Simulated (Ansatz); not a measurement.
# GaSiGeH (triplet): from a generated start to a stationary point

Aim: relax a generated start of GaSiGeH (triplet) and see which bonds hold.

Method: UKS PBE0/def2-TZVP; program: Ansatz 0.2.0, Gaussian basis.

## (1) The starting structure

4 atoms, charge 0, spin multiplicity 3.

Atoms are counted from 1 here; the program's logs count them from 0.

Bond lengths: Ge1–Ga2 2.402 Å, Ga2–Si3 2.494 Å, Si3–H4 1.530 Å. Angles: Ge1–Ga2–Si3 157.8°, Ga2–Si3–H4 100.9°.

The start was built by rule and, where that kept it together, relaxed with GFN2-xTB. Sticks and bond lists go by distance. No spin-orbit coupling is included. 

## (2) The run

Input file in.yaml:

```yaml
crystal:
  periodic: [false, false, false]
  atoms:
    - {symbol: Ge, position_ang: [-1.783170, -0.128277, -0.009465]}
    - {symbol: Ga, position_ang: [0.589574, 0.247409, 0.012896]}
    - {symbol: Si, position_ang: [3.017669, -0.321041, -0.007848]}
    - {symbol: H, position_ang: [3.640945, 1.075959, 0.008777]}
basis:
  gaussian: {orbitals: def2-TZVP}
magnetization: {spin_polarized: true, initial_magnetization: 2}
hamiltonian: {xc: pbe0}
relax: {f_tol: 0.004, max_steps: 80}
```

Launch:

```console
> ansatz run in.yaml --threads 1 --pin off --events-out ev --progress --plain --max-ram 2176MiB
```

Before running it: what results should come out? Wanted: energy gained; shift from the start; total energy; dipole moment; ⟨S²⟩.

The runs gave:

| quantity | value |
| --- | --- |
| steps | 8 |
| energy gained | 0.088 eV |
| shift from the start (rms) | 0.334 Å |
| total energy | -116770.1999 eV |
| dipole moment | 0.25 D |
| ⟨S²⟩ | 2.006 |

What this shows: The bonds of the start are those of the end. Ga2–Si3 went from 2.494 to 2.405 Å. No vibrations were run, so this is a stationary point, not a proven minimum, and this spin need not be the ground state's.
